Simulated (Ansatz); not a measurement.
# CH5AlO2Si: the cost of one run

Method: RHF/def2-SVP, in Ansatz 0.2.0.

## 1. The structure to begin with

Bond lengths: C1–Si2 1.829 Å, Si2–O3 1.713 Å, Si2–Al4 2.376 Å, O3–Al4 1.868 Å, Al4–O5 1.821 Å, C1–H6 1.126 Å, C1–H7 1.151 Å, C1–H8 1.048 Å, Si2–H9 1.515 Å, O5–H10 0.962 Å. Angles (14 of 17 angles, heavy atoms first): C1–Si2–O3 107.2°, C1–Si2–Al4 117.3°, O3–Si2–Al4 51.3°, Si2–O3–Al4 83.0°, Si2–Al4–O3 45.7°, Si2–Al4–O5 140.3°, O3–Al4–O5 152.0°, C1–Si2–H9 118.7°, O3–Si2–H9 111.0°, Al4–Si2–H9 124.0°, Si2–C1–H6 110.9°, Si2–C1–H7 107.6°, Si2–C1–H8 112.0°, Al4–O5–H10 105.4°.

As a file:

```xyz
10

C    -1.4830   -0.6050    0.2866
Si    0.0745   -0.0427    1.0632
O     1.3332   -1.0238    0.4401
Al    1.8573    0.5686   -0.3841
O     2.1791    1.5859   -1.8603
H    -1.4490   -0.4622   -0.8299
H    -2.3211    0.1014    0.6380
H    -1.7166   -1.5936    0.5450
H     0.1458    0.0358    2.5740
H     1.4628    1.3845   -2.4697
```

## 2. End point A

The input, input.yaml:

```yaml
crystal:
  periodic: [false, false, false]
  atoms:
    - { symbol: C, position_ang: [-1.483, -0.605, 0.2866] }
    - { symbol: Si, position_ang: [0.0745, -0.0427, 1.0632] }
    - { symbol: O, position_ang: [1.3332, -1.0238, 0.4401] }
    - { symbol: Al, position_ang: [1.8573, 0.5686, -0.3841] }
    - { symbol: O, position_ang: [2.1791, 1.5859, -1.8603] }
    - { symbol: H, position_ang: [-1.449, -0.4622, -0.8299] }
    - { symbol: H, position_ang: [-2.3211, 0.1014, 0.638] }
    - { symbol: H, position_ang: [-1.7166, -1.5936, 0.545] }
    - { symbol: H, position_ang: [0.1458, 0.0358, 2.574] }
    - { symbol: H, position_ang: [1.4628, 1.3845, -2.4697] }
basis:
  gaussian: { orbitals: def2-SVP }
hamiltonian:
  xc: hf
relax:
  f_tol: 0.015
  max_steps: 40
```

The run is started by

```sh
> ansatz run input.yaml --threads 1 --pin off --max-ram 2048MiB --backend cpu --events-out ev --progress --plain --runs-dir out
```

What time and memory should one allow on 1 thread of Arm Neoverse V1, shared host?

About 37 s, with a peak of 0.19 GiB.
